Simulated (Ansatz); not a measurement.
# Ca3Eu: the cost of one run

Method: DFT PBEsol, scalar-relativistic, plane waves, PAW, in Ansatz 0.2.0.

1 further run of the same task is left out (set aside as unsound or not needed). Runs told in other sessions of the task aren't counted.

### Step 1. Starting point

The cell holds 25 atoms (Ca18Eu6Li): a = 9.973 Å, b = 9.973 Å, c = 9.973 Å, α = 83.66°, β = 83.66°, γ = 83.66°.

The coordinates of this cell stand in the input of its own run.

The host was relaxed before at PBEsol: a = 7.680 Å, b = 7.680 Å, c = 6.362 Å, α = 90.00°, β = 90.00°, γ = 120.00° (conventional cell), 40.618 Å³/atom.

Places, in fractions of the supercell: Li as an interstitial at (0.000, 0.000, 0.000). Its neighbours start displaced at random, with a spread of 0.05 Å in each coordinate.

### Step 2. The perfect crystal in the supercell of 24 atoms

Contents of input.yaml:

```yaml
crystal:
  lattice:
    - [-3.8397840992, -6.65070115, 6.362173803]
    - [7.6795681985, 0.0, 6.362173803]
    - [-3.8397840993, 6.65070115, 6.362173803]
  atoms:
    - { symbol: Ca, position: [0.0828634673, 0.4171365327, 0.25] }
    - { symbol: Ca, position: [0.4161968007, 0.750469866, 0.5833333333] }
    - { symbol: Ca, position: [0.749530134, 0.0838031993, 0.9166666667] }
    - { symbol: Ca, position: [0.9166666667, 0.749530134, 0.0838031993] }
    - { symbol: Ca, position: [0.25, 0.0828634673, 0.4171365327] }
    - { symbol: Ca, position: [0.5833333333, 0.4161968007, 0.750469866] }
    - { symbol: Ca, position: [0.750469866, 0.5833333333, 0.4161968007] }
    - { symbol: Ca, position: [0.0838031993, 0.9166666667, 0.749530134] }
    - { symbol: Ca, position: [0.4171365327, 0.25, 0.0828634673] }
    - { symbol: Ca, position: [0.5838031993, 0.249530134, 0.4166666667] }
    - { symbol: Ca, position: [0.9171365327, 0.5828634673, 0.75] }
    - { symbol: Ca, position: [0.250469866, 0.9161968007, 0.0833333333] }
    - { symbol: Ca, position: [0.75, 0.9171365327, 0.5828634673] }
    - { symbol: Ca, position: [0.0833333333, 0.250469866, 0.9161968007] }
    - { symbol: Ca, position: [0.4166666667, 0.5838031993, 0.249530134] }
    - { symbol: Ca, position: [0.9161968007, 0.0833333333, 0.250469866] }
    - { symbol: Ca, position: [0.249530134, 0.4166666667, 0.5838031993] }
    - { symbol: Ca, position: [0.5828634673, 0.75, 0.9171365327] }
    - { symbol: Eu, position: [0.75, 0.4166666667, 0.0833333333], spin: 7.74 }
    - { symbol: Eu, position: [0.0833333333, 0.75, 0.4166666667], spin: 7.74 }
    - { symbol: Eu, position: [0.4166666667, 0.0833333333, 0.75], spin: 7.74 }
    - { symbol: Eu, position: [0.9166666667, 0.25, 0.5833333333], spin: 7.74 }
    - { symbol: Eu, position: [0.25, 0.5833333333, 0.9166666667], spin: 7.74 }
    - { symbol: Eu, position: [0.5833333333, 0.9166666667, 0.25], spin: 7.74 }
basis:
  ecutwfc: 420
  xc_grid: 2
kpoints:
  mp_grid: { grid: [2, 2, 2], shift: [0.5, 0.5, 0.5] }
hamiltonian:
  xc: pbesol
scf:
  occupations: { method: gaussian, width: 0.05 }
  lower_state_search: "off"
output:
  forces: true
  stress: true
  eigenvalues: true
  populations: true
  write_density: true
  write_potential: true
  elf: true
  volumetric_format: npy
magnetization:
  spin_polarized: true
```

Launch:

```
> ansatz run input.yaml --threads 8 --pin off --max-ram 14336MiB --backend cpu --events-out ev --progress --plain --runs-dir out
```

What time and memory should one allow on 8 threads of Arm Neoverse V2, shared host?

About 29 s, with a peak of 3 GiB.
